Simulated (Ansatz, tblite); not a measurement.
# C₁₀H₂₂Se: a ladder of methods and basis sets

Aim: run the singlet of C₁₀H₂₂Se at one geometry on many levels, and compare frontier levels, spin and run time.

Computed with Ansatz 0.2.0, Gaussian basis. Level: as each input shows.

The runs, in order: GFN1-xTB, GFN2-xTB, PBE-D4/def2-TZVP, r2SCAN-D4/def2-TZVP, LDA/def2-TZVP, r2SCANh-D4/def2-TZVP, PBE-D4/def2-SVP, PBE0-D4/def2-SVP, HF/6-31G, B3LYP-D4/6-31G, MP2/def2-SVP.

5 further runs of the same task are left out: 5 that didn't finish.

## Step 1: The geometry

The geometry is that of the singlet, from an earlier relaxation (PBE-D4/def2-SVP).

SMILES `CCCCCCCCCC[SeH]`, 33 atoms, charge 0, spin multiplicity 1.

Bond lengths: C1–C2 1.530 Å, C1–H12 1.110 Å, C1–H13 1.110 Å, C1–H14 1.109 Å, C2–C3 1.533 Å, C2–H15 1.112 Å, C2–H16 1.113 Å, C3–C4 1.535 Å, C3–H17 1.114 Å, C3–H18 1.113 Å, C4–C5 1.533 Å, C4–H19 1.114 Å, C4–H20 1.113 Å, C5–C6 1.531 Å, C5–H21 1.114 Å, C5–H22 1.113 Å, C6–C7 1.531 Å, C6–H23 1.114 Å and more. Angles: C2–C1–H12 111.3°, C2–C1–H13 111.3°, C2–C1–H14 111.9°, H12–C1–H13 107.1°, H12–C1–H14 107.5°, H13–C1–H14 107.5°, C1–C2–C3 113.2°, C1–C2–H15 109.3°, C1–C2–H16 109.7°, C3–C2–H15 109.8°, C3–C2–H16 109.0°, H15–C2–H16 105.6°, C2–C3–C4 115.0°, C2–C3–H17 109.1°, C2–C3–H18 108.6°, C4–C3–H17 109.2°, C4–C3–H18 108.9°, H17–C3–H18 105.5° and more.

PBE0-D4/def2-TZVP was run before; its log isn't repeated, and its numbers join the tables.

## Step 2: GFN1-xTB

Tight binding, by tblite at 300 K electronic temperature and without a spin-polarisation term:

```python
tblite.interface.Calculator('GFN1-xTB', numbers, positions, charge=0, uhf=0).singlepoint()
```

Energy -990.0805 eV, HOMO -10.21 eV, LUMO -5.36 eV; 0.022 s.

## Step 3: GFN2-xTB

Tight binding, by tblite at 300 K electronic temperature and without a spin-polarisation term:

```python
tblite.interface.Calculator('GFN2-xTB', numbers, positions, charge=0, uhf=0).singlepoint()
```

Energy -974.4001 eV, HOMO -9.95 eV, LUMO -6.04 eV; 0.017 s.

## Step 4: PBE-D4/def2-TZVP

start.molden holds the orbitals of an earlier run on this state, given as this run's starting guess.

File in.yaml:

```yaml
crystal:
  periodic: [false, false, false]
  atoms:
    - {symbol: C, position_ang: [-4.940339, 1.670105, 0.914055]}
    - {symbol: C, position_ang: [-3.696285, 1.039633, 0.286143]}
    - {symbol: C, position_ang: [-3.378856, -0.353716, 0.842352]}
    - {symbol: C, position_ang: [-2.173240, -1.050609, 0.197738]}
    - {symbol: C, position_ang: [-0.824490, -0.363252, 0.437699]}
    - {symbol: C, position_ang: [0.365829, -1.130965, -0.143462]}
    - {symbol: C, position_ang: [1.715543, -0.443568, 0.079168]}
    - {symbol: C, position_ang: [2.898261, -1.219732, -0.506404]}
    - {symbol: C, position_ang: [4.275427, -0.596119, -0.237424]}
    - {symbol: C, position_ang: [4.455861, 0.840763, -0.726929]}
    - {symbol: Se, position_ang: [4.106233, 0.968519, -2.682671]}
    - {symbol: H, position_ang: [-4.823352, 1.784201, 2.012420]}
    - {symbol: H, position_ang: [-5.840620, 1.042445, 0.744709]}
    - {symbol: H, position_ang: [-5.150381, 2.675166, 0.495206]}
    - {symbol: H, position_ang: [-2.825449, 1.713692, 0.439674]}
    - {symbol: H, position_ang: [-3.827890, 0.967729, -0.817199]}
    - {symbol: H, position_ang: [-3.214725, -0.278650, 1.942090]}
    - {symbol: H, position_ang: [-4.277072, -0.998984, 0.718920]}
    - {symbol: H, position_ang: [-2.345343, -1.143954, -0.899046]}
    - {symbol: H, position_ang: [-2.113829, -2.094072, 0.579483]}
    - {symbol: H, position_ang: [-0.674310, -0.224429, 1.533144]}
    - {symbol: H, position_ang: [-0.837360, 0.661937, 0.005719]}
    - {symbol: H, position_ang: [0.394110, -2.154463, 0.295697]}
    - {symbol: H, position_ang: [0.209139, -1.280089, -1.235973]}
    - {symbol: H, position_ang: [1.676986, 0.572628, -0.372509]}
    - {symbol: H, position_ang: [1.877183, -0.289086, 1.170991]}
    - {symbol: H, position_ang: [2.748294, -1.331515, -1.604524]}
    - {symbol: H, position_ang: [2.896232, -2.255633, -0.101751]}
    - {symbol: H, position_ang: [4.470081, -0.597123, 0.859380]}
    - {symbol: H, position_ang: [5.062488, -1.237552, -0.689793]}
    - {symbol: H, position_ang: [3.762185, 1.534072, -0.211373]}
    - {symbol: H, position_ang: [5.492221, 1.185185, -0.547676]}
    - {symbol: H, position_ang: [4.537467, 2.387428, -2.777812]}
basis:
  gaussian: {orbitals: def2-TZVP, initial_orbitals: start.molden}
hamiltonian: {xc: pbe, dispersion: d4}
scf: {omitted_lower_state_checks: [starts]}
output: {forces: true, orbitals: {seedname: orbitals}}
```

Launch:

```sh
> ansatz run in.yaml --threads 4 --pin off --events-out ev --progress --plain --max-ram 6963MiB
```

After this run come: r2SCAN-D4/def2-TZVP; LDA/def2-TZVP; r2SCANh-D4/def2-TZVP; PBE-D4/def2-SVP; PBE0-D4/def2-SVP; HF/6-31G; B3LYP-D4/6-31G; MP2/def2-SVP.

Before running them: what should the planned runs give, taken together? Wanted: gap in def2-TZVP, named functionals, smallest and largest; correlation energy, MP2/def2-SVP; binding an atom, functionals in def2-TZVP; PBE0 total energy, smallest basis above largest.

**Answer**, as computed:

| quantity | value |
| --- | --- |
| gap in def2-TZVP, named functionals, smallest and largest | 4.40 eV (LDA), 6.52 eV (PBE0-D4) |
| correlation energy, MP2/def2-SVP | -45.86 eV |
| binding an atom, functionals in def2-TZVP | 4.07 (r2SCANh-D4) to 4.62 eV (LDA) |
| PBE0 total energy, smallest basis above largest | 19.10 eV (def2-SVP, def2-TZVP) |

What this shows: Over the named functionals in def2-TZVP the gap runs from 4.40 eV (LDA) to 6.52 eV (PBE0-D4); exact exchange widens it.
